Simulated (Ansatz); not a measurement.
**SnSe2: a line through an energy map**

One line of a two-coordinate grid on SnSe₂ (P-3m1, No. 164; 3 atoms in the cell): c/a of the conventional cell is varied, at volume per atom = 21.03 Å³.

The COD entry's cell or inner coordinates are ideal or old and differ from later refinements, so a difference from it is no clean test against experiment.

Method: DFT LDA+D3(BJ), scalar-relativistic, plane waves, PAW, in Ansatz 0.2.0.

1 further run of the same task is left out (set aside as unsound or not needed).

## Step 1: The starting structure

The structure is trigonal, space group P-3m1 (No. 164). The conventional cell has a = 3.780 Å, b = 3.780 Å, c = 5.540 Å, α = 90.00°, β = 90.00°, γ = 120.00°. Around Sn (site symmetry -3m) lie 6 Se at 2.69 Å. Around Se (site symmetry 3m) lie 3 Sn at 2.69 Å.

Coordinates:

```cif
data_structure
_symmetry_space_group_name_H-M 'P-3m1'
_symmetry_Int_Tables_number 164
_cell_length_a 3.7804
_cell_length_b 3.7804
_cell_length_c 5.5405
_cell_angle_alpha 90.000
_cell_angle_beta 90.000
_cell_angle_gamma 120.000
_cell_volume 68.57
loop_
_atom_site_label
_atom_site_type_symbol
_atom_site_symmetry_multiplicity
_atom_site_Wyckoff_symbol
_atom_site_fract_x
_atom_site_fract_y
_atom_site_fract_z
_atom_site_occupancy
Sn1 Sn 1 a 0.00000 0.00000 0.00000 1
Se1 Se 2 d 0.33333 0.66667 0.28422 1
```

This cell was relaxed beforehand with the same method: volume 22.86 Å³/atom, gap on the mesh none (metal).

## Step 2: Plan of the line

The energy is mapped over volume and the cell's shape.

- volume per atom: 5 values from 19.20 to 26.51 Å³
- c/a of the conventional cell: 5 values from 1.222 to 1.758

Nothing else is relaxed (fractional coordinates fixed). Energies count from the relaxed crystal. Points are written as (first, second).

## Step 3: The run at (21.03 Å³, 1.222)

Contents of input.yaml:

```yaml
crystal:
  lattice:
    - [3.9067434262, 0.0, 0.0]
    - [-1.9533717131, 3.3833390532, 0.0]
    - [0.0, 0.0, 4.7728684438]
  atoms:
    - { symbol: Sn, position: [0.0, 0.0, 0.0] }
    - { symbol: Se, position: [0.3333333333, 0.6666666667, 0.2842220663] }
    - { symbol: Se, position: [0.6666666667, 0.3333333333, 0.7157779337] }
basis:
  ecutwfc: 420
kpoints:
  mp_grid: { grid: [15, 15, 8] }
hamiltonian:
  xc: lda
  pseudopotentials: { kind: paw }
  dispersion: d3bj
scf:
  occupations: { method: gaussian, width: 0.15 }
output:
  forces: true
  stress: true
  eigenvalues: true
  write_density: true
  write_potential: true
  elf: true
  volumetric_format: npy
```

Run with:

```bash
$ ansatz run input.yaml --threads 1 --pin off --max-ram 2048MiB --backend cpu --events-out ev --progress --plain --runs-dir out
```

The session goes on with these runs: the other points of the line.

**Question.** What will these runs give? Wanted: for each run, c/a of the conventional cell; energy; slope; pressure; largest force on an atom.

As calculated:

```
c/a of the conventional cell  step  energy (meV/atom)  slope (meV/atom per unit)  pressure (GPa)  largest force on an atom (eV/Å)
                       1.222     3                105                       −325            8.73                             1.27
                       1.338     4                 68                       −280            8.98                             1.04
                       1.466     5                 45                        −47            8.62                             0.66
                       1.605     6                 65                        341            7.93                             0.15
                       1.758     7                150                        746            7.43                             0.19
```

Energies count from the relaxed crystal. Slopes come from the forces (and the stress, where the cell changes), not from differences of energies.

What this shows: Along the line the energy is lowest at 1.466, 45 meV/atom from the zero. A fit to energies and slopes at the lowest point and its two neighbours puts the minimum at 1.4843, with a curvature of about 2600 meV/atom per (unit)². The highest point computed, at 1.758, lies 104 meV/atom above the lowest. This is one cut through a surface in two coordinates; the map's lowest point lies off it.
